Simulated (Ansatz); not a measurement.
# CH₈GaNO₃: a ladder of functionals and wavefunction methods

An exercise on one series of results from a longer session: the logs are not shown, and one member is left open.

The runs use Ansatz 0.2.0, Gaussian basis; functionals in def2-TZVPP, the program's frozen cores in correlated methods.

The runs, in order: LDA (SPW92), PBE-D4, revPBE-D4, BLYP-D4, r2SCAN-D4, B97M-V, PBE0-D4, B3LYP-D4, r2SCANh-D4, r2SCAN0-D4, HSE06-D4, BHLYP-D4, CAM-B3LYP-D4, LC-ωPBE, ωB97X-V, ωB97M-V, B2PLYP, PBE-QIDH; CCSD(T)/def2-SVP; MP2/def2-TZVPP; MP2/def2-QZVPP; RPA on PBE.

**The relaxed structure**

All runs share one geometry, relaxed beforehand with PBE0-D4 in a triple-zeta def2 set.

14 atoms, charge 0, spin multiplicity 1.

Atoms are counted from 1 here; the program's logs count them from 0.

Bond lengths: C1–N2 1.470 Å, C1–H7 1.092 Å, C1–H8 1.089 Å, C1–H9 1.089 Å, N2–Ga3 2.074 Å, N2–H10 1.015 Å, N2–H11 1.015 Å, Ga3–O4 1.812 Å, Ga3–O5 1.811 Å, Ga3–O6 1.812 Å, O4–H12 0.958 Å, O5–H13 0.958 Å, O6–H14 0.958 Å. Angles: N2–C1–H7 112.2°, N2–C1–H8 108.4°, N2–C1–H9 108.3°, H7–C1–H8 110.1°, H7–C1–H9 109.5°, H8–C1–H9 108.3°, C1–N2–Ga3 112.5°, C1–N2–H10 111.3°, C1–N2–H11 110.9°, Ga3–N2–H10 107.7°, Ga3–N2–H11 107.2°, H10–N2–H11 106.9°, N2–Ga3–O4 98.3°, N2–Ga3–O5 99.5°, N2–Ga3–O6 99.8°, O4–Ga3–O5 118.2°, O4–Ga3–O6 117.1°, O5–Ga3–O6 117.2° and more.

The first run:

Input file in.yaml:

```yaml
crystal:
  periodic: [false, false, false]
  atoms:
    - {symbol: C, position_ang: [0.097696, -1.673389, 0.849016]}
    - {symbol: N, position_ang: [0.903682, -0.561316, 0.325392]}
    - {symbol: Ga, position_ang: [-0.260439, 0.947663, -0.492783]}
    - {symbol: O, position_ang: [-0.930603, 1.626736, 1.047564]}
    - {symbol: O, position_ang: [1.027450, 1.886278, -1.352240]}
    - {symbol: O, position_ang: [-1.380715, -0.045466, -1.513934]}
    - {symbol: H, position_ang: [0.716389, -2.478279, 1.251138]}
    - {symbol: H, position_ang: [-0.530737, -2.051878, 0.043918]}
    - {symbol: H, position_ang: [-0.549821, -1.285874, 1.634848]}
    - {symbol: H, position_ang: [1.547195, -0.878476, -0.392274]}
    - {symbol: H, position_ang: [1.464073, -0.143217, 1.060962]}
    - {symbol: H, position_ang: [-1.888440, 1.654627, 1.053612]}
    - {symbol: H, position_ang: [1.093974, 2.791030, -1.043313]}
    - {symbol: H, position_ang: [-1.322506, 0.182259, -2.443108]}
basis:
  gaussian: {orbitals: def2-TZVPP}
hamiltonian: {xc: lda}
output: {orbitals: {seedname: orbitals}}
```

Launch:

```bash
$ ansatz run in.yaml --threads 4 --pin off --events-out ev --progress --plain --max-ram 11315MiB
```

Steps of the session up to this table: LDA; PBE-D4 (GGA); revPBE-D4 (GGA); BLYP-D4 (GGA); r2SCAN-D4 (meta-GGA); B97M-V (meta-GGA); B3LYP-D4 (hybrid); r2SCANh-D4 (hybrid); r2SCAN0-D4 (hybrid); HSE06-D4 (hybrid); BHLYP-D4 (hybrid); CAM-B3LYP-D4 (range-separated); LC-ωPBE (range-separated); ωB97X-V (range-separated); ωB97M-V (range-separated); B2PLYP (double hybrid); PBE-QIDH (double hybrid).

One table of the session follows, with a row left open; its other results are not shown here.

It belongs to the step «Frontier levels by functional». 

| functional | HOMO (eV) | gap (eV) |
| --- | --- | --- |
| LDA (SPW92) | -6.33 | 5.33 |
| PBE-D4 | -6.10 | 5.29 |
| revPBE-D4 | -6.01 | 5.30 |
| BLYP-D4 | -6.01 | 5.18 |
| r2SCAN-D4 | -6.47 | 6.24 |
| B97M-V | -6.55 | 5.90 |
| PBE0-D4 | -7.81 | 7.87 |
| B3LYP-D4 | -7.54 | 7.24 |
| r2SCANh-D4 | -7.12 | 7.16 |
| r2SCAN0-D4 | -8.09 | 8.54 |
| HSE06-D4 | -7.40 | 7.09 |
| BHLYP-D4 | -9.47 | 10.18 |
| CAM-B3LYP-D4 | -9.34 | 10.17 |
| LC-ωPBE | ? | ? |
| ωB97X-V | -10.36 | 12.32 |
| ωB97M-V | -10.30 | 11.84 |

Estimate the missing values for LC-ωPBE.

The run gave: HOMO (eV): -10.71; gap (eV): 12.91. In the column «HOMO (eV)» it is the lowest.
